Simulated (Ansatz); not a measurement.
**CH₇B₂NOSi: up Jacob's ladder to CCSD(T)**

An exercise on one series of results from a longer session: the logs are not shown, and one member is left open.

Program: Ansatz 0.2.0, Gaussian basis. Level of theory: functionals in def2-TZVPP, the program's frozen cores in correlated methods. These are calculated values, not measurements.

Plan: LDA (SPW92), PBE-D4, revPBE-D4, BLYP-D4, r2SCAN-D4, B97M-V, PBE0-D4, B3LYP-D4, r2SCANh-D4, r2SCAN0-D4, HSE06-D4, BHLYP-D4, CAM-B3LYP-D4, LC-ωPBE, ωB97X-V, ωB97M-V, B2PLYP, PBE-QIDH; CCSD(T)/def2-SVP; CCSD(T)/def2-TZVPP; MP2/def2-QZVPP; extrapolation to the limit; RPA on PBE.

### The relaxed structure

The geometry comes from an earlier relaxation with PBE0-D4 in a triple-zeta def2 set; it is a stationary point, not always the lowest conformer.

13 atoms, charge 0, spin multiplicity 1.

Atoms are counted from 1 here; the program's logs count them from 0.

Bond lengths: B1–B2 1.685 Å, B1–H7 1.197 Å, B1–H8 1.197 Å, B2–O3 1.399 Å, B2–N5 1.435 Å, O3–C4 1.428 Å, C4–N5 1.458 Å, C4–H9 1.095 Å, C4–H10 1.095 Å, N5–Si6 1.719 Å, Si6–H11 1.484 Å, Si6–H12 1.488 Å, Si6–H13 1.488 Å. Angles: B2–B1–H7 121.9°, B2–B1–H8 121.9°, H7–B1–H8 116.3°, B1–B2–O3 129.4°, B1–B2–N5 135.2°, O3–B2–N5 95.3°, B2–O3–C4 87.0°, O3–C4–N5 93.1°, O3–C4–H9 111.6°, O3–C4–H10 111.5°, N5–C4–H9 114.5°, N5–C4–H10 114.5°, H9–C4–H10 110.6°, B2–N5–C4 84.5°, B2–N5–Si6 141.6°, C4–N5–Si6 133.9°, N5–Si6–H11 106.5°, N5–Si6–H12 111.4° and more.

Coordinates:

```xyz
13
CH7B2NOSi
B    -0.4611   -0.6749   -2.3089
B     0.0831    0.2893   -1.0382
O     0.6926    1.5484   -1.0755
C     0.7446    1.4823    0.3495
N     0.1099    0.1704    0.3915
Si   -0.3362   -0.8973    1.6622
H     0.2454   -1.4866   -2.8340
H    -1.5781   -0.5924   -2.7318
H     1.7762    1.4990    0.7156
H     0.1596    2.2845    0.8109
H    -0.9516   -2.0846    1.0190
H    -1.3104   -0.2614    2.5898
H     0.8463   -1.3114    2.4647
```

The first run:

in.yaml

```yaml
crystal:
  periodic: [false, false, false]
  atoms:
    - {symbol: B, position_ang: [-0.461094, -0.674940, -2.308943]}
    - {symbol: B, position_ang: [0.083052, 0.289297, -1.038160]}
    - {symbol: O, position_ang: [0.692640, 1.548418, -1.075502]}
    - {symbol: C, position_ang: [0.744619, 1.482338, 0.349522]}
    - {symbol: N, position_ang: [0.109924, 0.170403, 0.391497]}
    - {symbol: Si, position_ang: [-0.336170, -0.897258, 1.662170]}
    - {symbol: H, position_ang: [0.245403, -1.486561, -2.833989]}
    - {symbol: H, position_ang: [-1.578147, -0.592358, -2.731817]}
    - {symbol: H, position_ang: [1.776241, 1.499039, 0.715557]}
    - {symbol: H, position_ang: [0.159580, 2.284468, 0.810851]}
    - {symbol: H, position_ang: [-0.951632, -2.084629, 1.019037]}
    - {symbol: H, position_ang: [-1.310364, -0.261371, 2.589821]}
    - {symbol: H, position_ang: [0.846347, -1.311445, 2.464655]}
basis:
  gaussian: {orbitals: def2-TZVPP}
hamiltonian: {xc: lda}
output: {orbitals: {seedname: orbitals}}
```

Steps of the session up to this table: LDA; PBE-D4 (GGA); revPBE-D4 (GGA); BLYP-D4 (GGA); r2SCAN-D4 (meta-GGA); B97M-V (meta-GGA); PBE0-D4 (hybrid); B3LYP-D4 (hybrid); r2SCANh-D4 (hybrid); r2SCAN0-D4 (hybrid); HSE06-D4 (hybrid); BHLYP-D4 (hybrid); CAM-B3LYP-D4 (range-separated); LC-ωPBE (range-separated); ωB97X-V (range-separated); ωB97M-V (range-separated); B2PLYP (double hybrid); PBE-QIDH (double hybrid).

One table of the session follows, with a row left open; its other results are not shown here.

It belongs to the step «Frontier levels by functional». 

```
  functional  HOMO (eV)  LUMO (eV)  gap (eV)
 LDA (SPW92)      -6.58      -3.53      3.05
      PBE-D4      -6.44      -3.20      3.24
   revPBE-D4      -6.38      -3.06      3.32
     BLYP-D4      -6.30      -3.03      3.27
   r2SCAN-D4      -6.70      -2.83      3.87
      B97M-V      -6.84      -2.99      3.85
     PBE0-D4      -7.76      -2.16      5.60
    B3LYP-D4      -7.53      -2.38      5.15
  r2SCANh-D4      -7.20      -2.48      4.73
  r2SCAN0-D4      -7.95      -1.95      6.00
    HSE06-D4      -7.36      -2.55      4.81
    BHLYP-D4      -8.99      -1.09      7.90
CAM-B3LYP-D4          ?          ?         ?
     LC-ωPBE     -10.49       0.22     10.72
     ωB97X-V     -10.14       0.07     10.21
     ωB97M-V     -10.05      -0.22      9.83
```

**Question.** Estimate the row for CAM-B3LYP-D4.

As computed: HOMO (eV): -9.13; LUMO (eV): -1.04; gap (eV): 8.09. In the column «HOMO (eV)» it lies between ωB97M-V (-10.05) and BHLYP-D4 (-8.99).
